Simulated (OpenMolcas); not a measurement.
# Ru⁴⁺ among point charges: CASSCF and CASPT2 levels and susceptibility

How does a field of 6 point charges split the states of Ru⁴⁺, and what χT follows?

The numbers are computed with OpenMolcas 26.06 (state-averaged CASSCF and CASPT2, spin-orbit coupling by RASSI with atomic mean-field integrals), except any that are marked as measured or tabulated.

## Step 1: Starting point

- Species: Ru⁴⁺ (ruthenium, Z = 44, 40 electrons)
- Basis: ANO-RCC-VDZP [6s5p3d1f], 43 functions
- Scalar Hamiltonian: DKH2, point nucleus
- Inactive shells: 1s 2s 2p 3s 3p 3d 4s 4p
- Active space: 4 electrons in 5 orbitals (4d)
- Some configurations of this space: 4d⁴
- Orbitals: optimised for each spin and parity, averaged over all roots

The outer shells:

4d4
```
4d [↑ ][↑ ][↑ ][↑ ][  ]
```

The ion sits among 6 point charges of -1.7 e arranged as a trigonal antiprism (D3d), 1.84 Å from the ion, with a polar angle of 52.6° against the regular 54.74°.

The work runs as a chain of OpenMolcas steps in one folder; each step below is one input file. Labels, J, g values, rates, χT and fits are worked out afterwards by a script from the matrices that RASSI stores. The input lists half of the charges; inversion (Group=XYZ) makes the rest.

## Step 2: Basis and integrals

File a.inp:

```
&GATEWAY
Coord
1

Ru 0.0 0.0 0.0
Basis=ANO-RCC-VDZP
Group=XYZ
NoMove
AngMom=0.0 0.0 0.0
AMFI
XField
3 Angstrom 0
0.000000 1.460673 1.118944 -1.700000
1.264980 -0.730336 1.118944 -1.700000
1.264980 0.730336 -1.118944 -1.700000
&SEWARD
```

Launch:

```
$ OMP_NUM_THREADS=1 MOLCAS_MEM=1689 MOLCAS_PROJECT=a pymolcas a.inp > a.log
```

## Step 3: Reference wave functions, quintets of even parity, 5 roots

File a.inp:

```
&RASSCF
FileOrb=start.orb
Symmetry=1
Spin=5
nActEl=4 0 0
Inactive=9 9
Ras2=5 0
CIRoot=5 5 1
SDav=5
CIMx=300
Iter=120 100
PrWF=0.3
OrbListing=Nothing
MaxOrb=0
>>> COPY $Project.JobIph JOB001
```

start.orb holds the contracted functions of the basis, ordered by shell, or the orbitals of the step before.

## Step 4: Reference wave functions, triplets of even parity, 45 roots

File a.inp:

```
&RASSCF
FileOrb=start.orb
Symmetry=1
Spin=3
nActEl=4 0 0
Inactive=9 9
Ras2=5 0
CIRoot=45 45 1
SDav=45
CIMx=300
Iter=120 100
PrWF=0.3
OrbListing=Nothing
MaxOrb=0
>>> COPY $Project.JobIph JOB002
```

## Step 5: Reference wave functions, singlets of even parity, 50 roots

File a.inp:

```
&RASSCF
FileOrb=start.orb
Symmetry=1
Spin=1
nActEl=4 0 0
Inactive=9 9
Ras2=5 0
CIRoot=50 50 1
SDav=50
CIMx=300
Iter=120 100
PrWF=0.3
OrbListing=Nothing
MaxOrb=0
>>> COPY $Project.JobIph JOB003
```

## Step 6: State interaction with spin-orbit coupling

File a.inp:

```
&RASSI
NrOfJobIphs=3 5 45 50
1 2 3 4 5
1 2 3 4 5 6 7 8 9 10 11 12 13 14 15 16 17 18 19 20 21 22 23 24 25 26 27
28 29 30 31 32 33 34 35 36 37 38 39 40 41 42 43 44 45
1 2 3 4 5 6 7 8 9 10 11 12 13 14 15 16 17 18 19 20 21 22 23 24 25 26 27
28 29 30 31 32 33 34 35 36 37 38 39 40 41 42 43 44 45 46 47 48 49 50
IphNames
JOB001
JOB002
JOB003
EJob
SpinOrbit
DIPRint=1.0
SOCoupling=1000.0
Subsets=2
Property=9
'ANGMOM' 1 'ANGMOM' 2 'ANGMOM' 3 'MLTPL  1' 1 'MLTPL  1' 2 'MLTPL  1' 3
'AMFI' 1 'AMFI' 2 'AMFI' 3
SOProperty=3
'ANGMOM' 1 'ANGMOM' 2 'ANGMOM' 3
```

## Step 7: CASPT2: IPEA 0.25, imaginary shift 0.1 (closed shells correlated: 4s 4p)

File a.inp:

```
>>> COPY JOB001 $Project.JobIph
&CASPT2
Multistate=5 1 2 3 4 5
NoMult
Frozen=8 6
IPEA=0.25
Imaginary=0.1
MaxIter=60
WThr=0.0 0.3 0.05
PrWF=0.5
NoMix
>>> COPY JOB002 $Project.JobIph
&CASPT2
Multistate=45 1 2 3 4 5 6 7 8 9 10 11 12 13 14 15 16 17 18 19 20 21 22
23 24 25 26 27 28 29 30 31 32 33 34 35 36 37 38 39 40 41 42 43 44 45
NoMult
Frozen=8 6
IPEA=0.25
Imaginary=0.1
MaxIter=60
WThr=0.0 0.3 0.05
PrWF=0.5
NoMix
>>> COPY JOB003 $Project.JobIph
&CASPT2
Multistate=50 1 2 3 4 5 6 7 8 9 10 11 12 13 14 15 16 17 18 19 20 21 22
23 24 25 26 27 28 29 30 31 32 33 34 35 36 37 38 39 40 41 42 43 44 45 46
47 48 49 50
NoMult
Frozen=8 6
IPEA=0.25
Imaginary=0.1
MaxIter=60
WThr=0.0 0.3 0.05
PrWF=0.5
NoMix
```

(Steps that only read results are left out.)

Q: Predict the outcome of this session. Wanted: spin-free ground state; first state of the same spin within the active space; lowest level; next level.

**Answer**, as computed:

| quantity | value |
| --- | --- |
| method | SS-CASPT2, IPEA 0.25, imaginary shift 0.1 (closed shells correlated: 4s 4p) |
| spin-free ground state | 5E, 2-fold in its orbital part |
| first state of the same spin within the active space | 5A1 at 9030 cm⁻¹ |
| lowest level | 1-fold A1 |
| next level | 159.0 cm⁻¹ |
| χT at 300 K | 2.11 cm³ K/mol |
| effective moment at 300 K | 4.11 μB |

Cost by method:

| method | time of its own steps | time with the reference |
| --- | --- | --- |
| A. CASSCF | 17 s | 17 s |
| B. SS-CASPT2, IPEA 0.25, imaginary shift 0.1, +4s 4p | 4.9 s | 21 s |

Times are of one thread on a shared host.

What this shows: The spin-free ground state (5E) comes to 100 % from free-ion D terms and keeps the highest spin of the shell. χT at 300 K is 2.11, against 3.01 cm³ K/mol for the spin alone, so spin-orbit coupling lowers it. An active space of the d shell alone favours high spin; real ions in strong fields can be low spin. CASPT2 does not keep the components of a term degenerate, and the means are used. The field of point charges can differ much from that of real complexes. With metal d orbitals alone active, the gaps between spin states are rough; where two lie within a few thousand cm-1, their order is open. Point charges carry no covalency, so the field is a model and not that of real ligands.
